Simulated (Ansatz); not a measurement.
**C₆H₁₁Cl: taking an electron away**

How much energy removes an electron from C₆H₁₁Cl at fixed geometry? The cation is run at each level and the neutral's energy taken from earlier runs.

The runs use Ansatz 0.2.0, Gaussian basis; unrestricted cation, the program's frozen cores in correlated methods.

Plan: UKS PBE-D4/def2-TZVPP; UKS r2SCAN-D4/def2-TZVPP; UKS PBE0-D4/def2-TZVPP; UKS B3LYP-D4/def2-TZVPP; UKS wB97X-V/def2-TZVPP; UKS wB97M-V/def2-TZVPP; UKS B2PLYP/def2-TZVPP; UHF-CCSD(T)/def2-TZVPP; UHF-MP2/def2-QZVPP; extrapolation to the limit; then −ε(HOMO) from the neutral's earlier runs with LDA (SPW92), PBE-D4, revPBE-D4, BLYP-D4, r2SCAN-D4, B97M-V, PBE0-D4, B3LYP-D4, r2SCANh-D4, r2SCAN0-D4, HSE06-D4, BHLYP-D4, CAM-B3LYP-D4, LC-ωPBE, ωB97X-V, ωB97M-V.

## 1. Structure used throughout

The geometry comes from an earlier relaxation with PBE0-D4 in a triple-zeta def2 set; it is a stationary point, not always the lowest conformer.

SMILES `ClC1CCCCC1`, 18 atoms, charge 0, spin multiplicity 1.

Atoms are counted from 1 here; the program's logs count them from 0.

Bond lengths: Cl1–C2 1.808 Å, C2–C3 1.518 Å, C2–C7 1.518 Å, C2–H8 1.090 Å, C3–C4 1.522 Å, C3–H9 1.098 Å, C3–H10 1.092 Å, C4–C5 1.523 Å, C4–H11 1.095 Å, C4–H12 1.093 Å, C5–C6 1.523 Å, C5–H13 1.094 Å, C5–H14 1.098 Å, C6–C7 1.522 Å, C6–H15 1.095 Å, C6–H16 1.093 Å, C7–H17 1.098 Å, C7–H18 1.092 Å. Angles: Cl1–C2–C3 109.9°, Cl1–C2–C7 109.9°, Cl1–C2–H8 103.9°, C3–C2–C7 112.0°, C3–C2–H8 110.4°, C7–C2–H8 110.4°, C2–C3–C4 112.6°, C2–C3–H9 106.7°, C2–C3–H10 109.8°, C4–C3–H9 109.4°, C4–C3–H10 111.2°, H9–C3–H10 106.9°, C3–C4–C5 111.3°, C3–C4–H11 109.1°, C3–C4–H12 109.6°, C5–C4–H11 109.5°, C5–C4–H12 110.5°, H11–C4–H12 106.7° and more.

## 2. Cation, UKS PBE-D4/def2-TZVPP

in.yaml

```yaml
crystal:
  periodic: [false, false, false]
  atoms:
    - {symbol: Cl, position_ang: [-0.679950, -2.481093, 0.331665]}
    - {symbol: C, position_ang: [0.300028, -1.084007, 0.930084]}
    - {symbol: C, position_ang: [1.301389, -0.664082, -0.130584]}
    - {symbol: C, position_ang: [0.638847, 0.001434, -1.327710]}
    - {symbol: C, position_ang: [-0.243276, 1.165049, -0.895491]}
    - {symbol: C, position_ang: [-1.278011, 0.721617, 0.130008]}
    - {symbol: C, position_ang: [-0.618032, 0.057064, 1.329082]}
    - {symbol: H, position_ang: [0.815725, -1.481369, 1.804525]}
    - {symbol: H, position_ang: [1.988511, 0.046542, 0.347388]}
    - {symbol: H, position_ang: [1.898064, -1.525629, -0.438415]}
    - {symbol: H, position_ang: [0.032820, -0.739164, -1.859672]}
    - {symbol: H, position_ang: [1.406108, 0.341814, -2.028523]}
    - {symbol: H, position_ang: [-0.738071, 1.607432, -1.764693]}
    - {symbol: H, position_ang: [0.384460, 1.953045, -0.459345]}
    - {symbol: H, position_ang: [-1.973328, 0.014567, -0.334050]}
    - {symbol: H, position_ang: [-1.874336, 1.574309, 0.466165]}
    - {symbol: H, position_ang: [0.003202, 0.792445, 1.857159]}
    - {symbol: H, position_ang: [-1.364167, -0.299977, 2.042418]}
basis:
  gaussian: {orbitals: def2-TZVPP}
total_charge: 1
magnetization: {spin_polarized: true, initial_magnetization: 1}
hamiltonian: {xc: pbe, dispersion: d4}
```

Run with:

```sh
ansatz run in.yaml --threads 2 --pin off --events-out ev --progress --plain --max-ram 32768MiB --backend cuda --devices 0, --max-vram 18GiB
```

The runs that follow: Cation, UKS r2SCAN-D4/def2-TZVPP; Cation, UKS PBE0-D4/def2-TZVPP; Cation, UKS B3LYP-D4/def2-TZVPP; Cation, UKS wB97X-V/def2-TZVPP; Cation, UKS wB97M-V/def2-TZVPP; Cation, UKS B2PLYP (frozen core)/def2-TZVPP; Cation, UHF-CCSD(T)/def2-TZVPP; Cation, UHF-MP2/def2-QZVPP.

**Question.** What will the summary of the whole plan be? Wanted: ionisation energy, CCSD(T)/CBS; nearest functional by difference; nearest −ε(HOMO); −ε(HOMO) of PBE; T1 of the cation.

The runs gave:

```
                        quantity               value
  ionisation energy, CCSD(T)/CBS            10.72 eV
nearest functional by difference  ωB97X-V (-0.23 eV)
                nearest −ε(HOMO)  LC-ωPBE (+0.14 eV)
                 −ε(HOMO) of PBE             6.68 eV
                T1 of the cation               0.032
```

Energy differences with functionals land within 1.11 eV of the reference. The PBE orbital energy is 4.0 eV too small: a semilocal HOMO is no ionisation energy. Among orbital estimates LC-ωPBE comes nearest. Hartree-Fock falls 1.10 eV short, as the neutral has more correlation energy than the cation. The cation's T1 (from the report) is 0.032, near the customary mark of 0.045 for open shells, so the coupled-cluster value is less safe. The cation may have settled in a state other than its lowest; no search over hole states beyond the program's own was made.
